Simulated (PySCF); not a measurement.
# ScSe₂: relaxation and vibrations of the quartet

The task is one start of a wider search on ScSe₂: the quartet, from a side-on start. It is relaxed, tested by its Hessian and followed downhill if it is a saddle.

Program: PySCF 2.14.0. Level of theory: B3LYP, basis Sc def2-SVP, Se def2-SVP, no relativity, density fitting. These are calculated values, not measurements.

### 1 Starting geometry

3 atoms, charge 0, spin multiplicity 4.

Bond lengths: Sc1–Se2 2.719 Å, Sc1–Se3 2.719 Å, Se2–Se3 2.340 Å. Angles: Se2–Sc1–Se3 51.0°, Sc1–Se2–Se3 64.5°, Sc1–Se3–Se2 64.5°.

```xyz
3
charge 0 multiplicity 4
Sc    0.0000    0.0000    0.0000
Se    1.1700    0.0000    2.4546
Se   -1.1700    0.0000    2.4546
```

### 2 First SCF at the start

One driver script runs all steps and calls PySCF; scf.py shows how it sets up the SCF of each step. The optimiser is the driver's own. After this first run the driver tries any further starts and a stability analysis.

scf.py reads:

```python
from pyscf import gto, scf, dft
mol = gto.M(atom='''
Sc     0.000000     0.000000     0.000000
Se     1.170000     0.000000     2.454600
Se    -1.170000     0.000000     2.454600''',
    basis={'Sc': 'def2-SVP', 'Se': 'def2-SVP'},
    charge=0, spin=3)
mf = dft.UKS(mol, xc='B3LYP')
mf.grids.atom_grid = (50, 194)
aux = {'Sc': 'def2-universal-JKFIT', 'Se': 'def2-universal-JKFIT'}
mf = mf.density_fit(auxbasis=aux)
mf.conv_tol = 1e-08
mf.diis_space = 10
mf.max_cycle = 60
mf.init_guess = 'minao'
mf.verbose = 4
mf.kernel()
```

The run is started by

```sh
> OMP_NUM_THREADS=2 python axn.py task.json out
```

After this run come: Relaxation: side-on start, quartet; Vibrations and properties at this point.

Q: Predict the outcome of this session. Wanted: minimum; geometry; wavenumbers; dipole moment; highest occupied, lowest empty level; polar-tensor charge of Sc1; zero-point energy; atomisation energy; ⟨S²⟩.

**Answer**, as computed:

| quantity | value |
| --- | --- |
| minimum | quartet, C2v |
| geometry | Sc–Se 2.735 Å (×2), Se–Se 2.298 Å; Sc–Se–Se 65.2° (×2), Se–Sc–Se 49.7° |
| wavenumbers (cm⁻¹) | 110 (b2), 243 (a1), 326 (a1) |
| dipole moment | 2.60 D |
| highest occupied, lowest empty level (either spin) | -4.00, -3.86 eV |
| polar-tensor charge of Sc1 | +0.33 e |
| zero-point energy | 4.1 kJ/mol |
| entropy at 298.15 K | 325.8 J/(mol K) |
| atomisation energy (no zero-point energy) | 578 kJ/mol |
| ⟨S²⟩ | 3.753 |

The molecule stays C2v, as typed, and the end point is a minimum. In the infrared the band at 243 cm⁻¹ (a1) leads. Most of the spin sits on Sc1 (Mulliken spin 1.98, against 3 for the whole molecule). Only this shape and spin were tried, so other structures or states may lie lower. Open d and f shells are described by one determinant, and the ground state may have another occupation or spin.
